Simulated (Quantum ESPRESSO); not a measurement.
Write an ASE script for Quantum ESPRESSO 7.5 that does the following.

* Task: relaxation of cell and atoms
* Functional: PBEsol
* Dispersion: D4
* Potentials or basis: GBRV 1.5 PBEsol
* Cutoff: 762 eV
* Density cutoff: 6095 eV
* k mesh: 7 × 7 × 7
* Occupations: fermi-dirac, width 0.05 eV
* Spin: no spin polarisation
* ASE optimiser: LBFGS
* Dispersion computed by: dftd4 4.3.1 through ASE
* Mixing beta: 0.5
* Most SCF iterations: 120
* SCF threshold: 8e-10 Ry

The structure of TaF3 lies in TaF3.cif:

```cif
data_TaF3
_cell_length_a 3.90120000
_cell_length_b 3.90120000
_cell_length_c 3.90120000
_cell_angle_alpha 90.00000000
_cell_angle_beta 90.00000000
_cell_angle_gamma 90.00000000
_space_group_name_H-M_alt 'Pm-3m'
_space_group_name_Hall '-P 4 2 3'
_space_group_IT_number 221
loop_
_space_group_symop_operation_xyz
'x,y,z'
'-x,-y,-z'
'-y,x,z'
'y,-x,-z'
'-x,-y,z'
'x,y,-z'
'y,-x,z'
'-y,x,-z'
'x,-y,-z'
'-x,y,z'
'-y,-x,-z'
'y,x,z'
'-x,y,-z'
'x,-y,z'
'y,x,-z'
'-y,-x,z'
'z,x,y'
'-z,-x,-y'
'z,-y,x'
'-z,y,-x'
'z,-x,-y'
'-z,x,y'
'z,y,-x'
'-z,-y,x'
'-z,x,-y'
'z,-x,y'
'-z,-y,-x'
'z,y,x'
'-z,-x,y'
'z,x,-y'
'-z,y,x'
'z,-y,-x'
'y,z,x'
'-y,-z,-x'
'x,z,-y'
'-x,-z,y'
'-y,z,-x'
'y,-z,x'
'-x,z,y'
'x,-z,-y'
'-y,-z,x'
'y,z,-x'
'-x,-z,-y'
'x,z,y'
'y,-z,-x'
'-y,z,x'
'x,-z,y'
'-x,z,-y'
loop_
_atom_site_label
_atom_site_type_symbol
_atom_site_symmetry_multiplicity
_atom_site_Wyckoff_symbol
_atom_site_fract_x
_atom_site_fract_y
_atom_site_fract_z
_atom_site_occupancy
Ta1 Ta 1 a 0.0000000000 0.0000000000 0.0000000000 1
F1 F 3 d 0.0000000000 0.0000000000 0.5000000000 1
```

These files were run (other wordings do the same):

run.py

```python
import numpy as np
from ase.calculators.espresso import Espresso, EspressoProfile
import spglib
from ase import Atoms
from ase.io import read

atoms = read('TaF3.cif')
cell, pos, num = spglib.standardize_cell((atoms.cell[:], atoms.get_scaled_positions(), atoms.numbers), to_primitive=True, symprec=1e-4)
atoms = Atoms(numbers=num, cell=cell, scaled_positions=pos, pbc=True)

input_data = {
    'control': {'calculation': 'scf', 'prefix': 'pwscf', 'outdir': './tmp', 'tprnfor': True, 'tstress': True, 'disk_io': 'low'},
    'system': {'ecutwfc': 56.0, 'ecutrho': 448.0, 'nbnd': 25, 'occupations': 'smearing', 'smearing': 'fd', 'degauss': 0.00367493},
    'electrons': {'conv_thr': 8e-10, 'electron_maxstep': 120, 'mixing_beta': 0.5},
}
pseudopotentials = {'Ta': 'ta_pbesol_v1.uspp.F.UPF', 'F': 'f_pbesol_v1.4.uspp.F.UPF'}
profile = EspressoProfile(command='mpirun -n 2 pw.x -nk 2', pseudo_dir='pseudo')
dft = Espresso(profile=profile, input_data=input_data, pseudopotentials=pseudopotentials, kpts=(7, 7, 7), koffset=(0, 0, 0))
from ase.calculators.mixing import SumCalculator
from dftd4.ase import DFTD4
d4 = DFTD4(method='pbesol')
atoms.calc = SumCalculator([dft, d4])

from ase.optimize import LBFGS
from ase.filters import FrechetCellFilter
done = LBFGS(FrechetCellFilter(atoms), trajectory='opt.traj').run(fmax=0.02, steps=30)
print('converged', done)
print('cell (A)', np.round(atoms.cell.cellpar(), 5))
print(f'energy {atoms.get_potential_energy():.8f} eV')
print('forces (eV/A)')
print(np.round(atoms.get_forces(), 6))
print('stress (eV/A^3, Voigt)')
print(np.round(atoms.get_stress(), 8))
print(f'Fermi level {dft.get_fermi_level():.4f} eV')
print(f'D4 part {d4.get_potential_energy(atoms):.8f} eV')
atoms.write('final.traj')
```

Potentials or basis: GBRV 1.5 PBEsol.

The run is started by

```console
$ OMP_NUM_THREADS=1 python run.py
```

It gave:

The relaxed volume is 16.88 Å³/atom, the relaxed cell is a = 4.072 Å, b = 4.072 Å, c = 4.072 Å, α = 90.00°, β = 90.00°, γ = 90.00° and the space group after relaxing (to 0.05 Å) is Pm-3m (No. 221). The energy gained by relaxing is 114.0 meV/atom and the ionic steps are 5. The pressure after relaxing is 0.0 GPa and the band gap on the k mesh is none (metal or under the smearing width). The dispersion energy per atom is -0.049 eV.

Caveat: pairwise dispersion overbinds metals, which lowers pressure and volume.

Wall time 57 s on 2 MPI ranks on AMD EPYC 9R45 96-Core Processor (Zen 5) (shared host), peak memory 0.62 GiB a rank.
